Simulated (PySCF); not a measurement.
# A diatomic session: CeP

One table from this session's results is given with a row withheld; the runs are named, their logs left out.

Program: PySCF 2.14.0. Level of theory: Ce x2c-TZVPall, P x2c-TZVPall, spin-free X2C with a Gaussian nucleus. These are calculated values, not measurements.

The first run:

The job is set up so:

| Item | Value |
| --- | --- |
| atoms | Ce, P |
| charge | 0 |
| basis | Ce x2c-TZVPall, P x2c-TZVPall |
| Hamiltonian | spin-free X2C with a Gaussian nucleus |
| basis functions | 141 |
| electrons treated | 73 |
| masses in u | 139.9054, 30.9738 |
| levels | PBE0, PBE, r²SCAN, PBEsol, TPSS, HF, MP2, SCS-MP2 |
| grid | 80 radial by 434 angular points |
| occupations | held fixed by the projection of orbital angular momentum |
| dissociation limit | Ce + P, each in its ground configuration |
| starting distance in angstrom | 2.360 |
| values of 2S to try | 1, 3, 5 |

On the command line:

```console
$ OMP_NUM_THREADS=4 python dia.py task.json out
```

Steps of the session up to this table: Set-up; First curve: PBE0; Other states along the same grid; PBE; r²SCAN (meta-GGA); PBEsol (GGA); TPSS; UHF (mean field).

One of the session's tables, all rows but one given; the rest of the session is left out.

It belongs to the step «The curves together». Energy (eV) from each level's lowest point:

```
R (Å)    UHF  UHF-MP2  UHF-SCS-MP2    PBE  PBEsol
2.002  1.820    1.992        2.021  1.619   1.536
2.095  0.869    1.013        1.033  0.759   0.700
2.188  0.311    0.415        0.428  0.264   0.229
2.258  0.088    0.181        0.190  0.073   0.055
2.328      ?        ?            ?      ?       ?
2.398  0.017    0.000        0.000  0.020   0.036
2.491  0.170    0.076        0.072  0.153   0.191
2.607  0.518    0.298        0.292  0.432   0.496
2.747  1.085    0.658        0.654  0.848   0.947
2.933  1.970    1.203        1.205  1.433   1.598
```

**Question.** Estimate the row for R (Å) = 2.328.

Worked estimate for «UHF». A straight line through the neighbours (2.258, 0.088) and (2.398, 0.017) gives 0.088 + (0.017 − 0.088) × (2.328 − 2.258) / (2.398 − 2.258) = 0.053; a parabola fitted to 4 rows on both sides gives 0.001.

**Answer.** UHF: 0.000; UHF-MP2: 0.035; UHF-SCS-MP2: 0.039; PBE: 0.000; PBEsol: 0.000. In «UHF» the line misses by +0.053 and the parabola by +0.001.

To keep in mind: The state is the lowest single determinant that the PBE0 search found; with open d or f shells the true ground state can be another one. At some levels the lowest empty orbital lies below the highest filled one (the two can be of opposite spin).
